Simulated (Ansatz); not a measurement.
# AlBFH3SSi: the cost of one run

All numbers are computed with Ansatz 0.2.0, driven from Python. Level of theory: CAM-B3LYP/cc-pVDZ.

## Step 1: The system

Bond lengths: F1–B2 1.408 Å, B2–Al3 2.091 Å, Al3–Si4 2.223 Å, B2–S5 1.936 Å, Si4–S5 2.155 Å, Al3–H6 1.627 Å, Si4–H7 1.438 Å, Si4–H8 1.481 Å. Angles: F1–B2–Al3 128.7°, F1–B2–S5 135.3°, Al3–B2–S5 93.5°, B2–Al3–Si4 85.2°, B2–Al3–H6 136.3°, Si4–Al3–H6 134.2°, Al3–Si4–S5 84.2°, Al3–Si4–H7 118.5°, Al3–Si4–H8 112.7°, S5–Si4–H7 112.6°, S5–Si4–H8 108.4°, H7–Si4–H8 115.9°, B2–S5–Si4 90.9°.

Input file albfh3ssi.xyz:

```xyz
8

F    -1.62340    1.83080    1.64220
B    -0.85540    1.28710    0.59530
Al    0.97950    0.29040    0.70210
Si    0.19390   -0.94170   -0.97380
S    -1.22310    0.66650   -1.20180
H     2.13690    0.07390    1.82430
H     1.01810   -1.12040   -2.13820
H    -0.53440   -2.14370   -0.50590
```

## Step 2: Script

File run_freq.py:

```python
'''Harmonic frequencies of AlBFH3SSi at its relaxed geometry.'''

import itertools

import ansatz as az
from ase import Atoms
from ase.data import atomic_numbers, covalent_radii
from ase.thermochemistry import IdealGasThermo
import numpy as np

geometry = az.Crystal.molecule_from_extxyz('albfh3ssi.xyz')

job = geometry.calculation()
job = job.basis(gaussian='cc-pVDZ')
job = job.functional('cam_b3lyp')
symbols = [site.symbol for site in geometry.cartesian_sites]
start = np.array([site.position_ang for site in geometry.cartesian_sites], dtype=float)
def progress(event):
    if event['event'] == 'relax_step':
        row = event['data']
        print(f'step {row["step"]:3d}  E = {row["lagrangian_ev"]:.6f} eV  largest force component {row["allowed_force_max_ev_ang"]:.4f} eV/A')


r = job.relax(force_tolerance=0.003, max_steps=100).session().plan().execute(on_event=progress).report
end = np.array(r['positions_ang'])

# pairs closer than 1.2 times the sum of covalent radii, before or after
radius = [covalent_radii[atomic_numbers[s]] for s in symbols]
span = lambda where, i, j: np.linalg.norm(where[i] - where[j])
bonded = [(i, j) for i, j in itertools.combinations(range(len(symbols)), 2) if min(span(start, i, j), span(end, i, j)) < 1.2 * (radius[i] + radius[j])]
print('pair        before    after (A)')
for i, j in bonded:
    print(f'{symbols[i]}{i}-{symbols[j]}{j}'.ljust(10), f'{span(start, i, j):8.4f} {span(end, i, j):8.4f}')

# same settings at the minimum
minimum = az.Crystal.molecule()
for symbol, place in zip(symbols, end):
    minimum = minimum.atom(symbol, place.tolist())
vibrating = minimum.calculation()
vibrating = vibrating.basis(gaussian='cc-pVDZ')
vibrating = vibrating.functional('cam_b3lyp')
vibrating = vibrating.phonons(temperatures=(200, 600, 100))
vib = vibrating.run(threads=1).report['vibrations']
sums = vib['harmonic_sums']
modes = [m['omega_inv_cm'] for m in sums['modes_at_gamma'] if m['rigid_motion'] == 'no']
print('frequencies (1/cm):', ' '.join(f'{w:.0f}' for w in modes))
print('imaginary modes:', sum(w < 0 for w in modes), ' zero-point energy:', round(sums['zero_point_energy_ev'], 4), 'eV')
# rigid rotor and ideal gas, symmetry number taken as one
gas = IdealGasThermo(vib_energies=[w / 8065.544 for w in modes if w > 0], geometry='linear' if len(modes) == 3 * len(symbols) - 5 else 'nonlinear',
                     atoms=Atoms(symbols, positions=end), symmetrynumber=1, spin=0.0)
print(f'H(298 K) - E = {gas.get_enthalpy(298.15, verbose=False):.4f} eV')
print(f'S(298 K, 1 bar) = {96485.33 * gas.get_entropy(298.15, 1e5, verbose=False):.1f} J/(mol K) with symmetry number 1')
```

## Step 3: What the engine is handed

The engine receives this input (first run):

```yaml
crystal:
  periodic: [false, false, false]
  atoms:
    - { symbol: F, position_ang: [-1.6234, 1.8308, 1.6422] }
    - { symbol: B, position_ang: [-0.8554, 1.2871, 0.5953] }
    - { symbol: Al, position_ang: [0.9795, 0.2904, 0.7021] }
    - { symbol: Si, position_ang: [0.1939, -0.9417, -0.9738] }
    - { symbol: S, position_ang: [-1.2231, 0.6665, -1.2018] }
    - { symbol: H, position_ang: [2.1369, 0.0739, 1.8243] }
    - { symbol: H, position_ang: [1.0181, -1.1204, -2.1382] }
    - { symbol: H, position_ang: [-0.5344, -2.1437, -0.5059] }
basis:
  gaussian:
    orbitals: cc-pVDZ
hamiltonian:
  xc: cam_b3lyp
relax:
  f_tol: 0.003
  max_steps: 100
```

## Step 4: Running it

Launch:

```bash
$ python run_freq.py
```

Q: Estimate wall time and peak memory on 1 thread of Arm Neoverse V1, shared host.

About 5.7 min, with a peak of 0.39 GiB.
